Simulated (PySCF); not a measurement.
# C3ClN3O3Sn (SnCl(NCO)3): the cost of one run

The runs use PySCF 2.14.0, with density-fitted response routines of our own; the level of theory stands in each step. All values are computed, except where a source is named. Atoms count from 0, in the outputs and in this text.

## Step 1: The starting structure

11 atoms, charge 0, multiplicity 1; geometry from: GFN2-xTB. The atoms were then displaced at random by about 0.03 Å, so the start is not that level's minimum.

Bonds of the start (Å): Sn0–Cl1 2.23, Sn0–N2 1.86, Sn0–N5 2.07, Sn0–N8 1.92, N2–C3 1.35, C3–O4 1.05, N5–C6 1.15, C6–O7 1.16, N8–C9 1.22, C9–O10 1.16.

## Step 2: Optimising the geometry at PBE0-D3(BJ)/def2-SVP

The job: settings as JSON, then the geometry in Å.

```
{"job": {"xc": "PBE0", "basis": "def2-SVP", "d3": "d3bj", "grid": 1, "maxiter": 40, "shake": 0.03, "kind": "geom"}, "charge": 0, "multiplicity": 1}
Sn     0.040780    -0.087180     0.599420
Cl    -0.083890     0.014490     2.824750
N      1.718270    -0.364320    -0.145470
C      3.004990    -0.047080    -0.389040
O      3.994760     0.123510    -0.686470
N     -0.627430     1.689420    -0.234580
C     -1.337010     2.587810    -0.370550
O     -1.977110     3.531310    -0.585770
N     -1.183250    -1.387860    -0.111010
C     -1.517320    -2.544830    -0.321890
O     -1.934730    -3.600790    -0.548510
```

Run with:

```sh
$ OMP_NUM_THREADS=1 python probes_run.py task.json out
```

This one command runs all jobs of the session in turn.

**Question.** How long does this first job take on 1 thread of AMD EPYC, shared host, and how much memory does it need?

About 12 min, with a peak of 0.9 GiB.
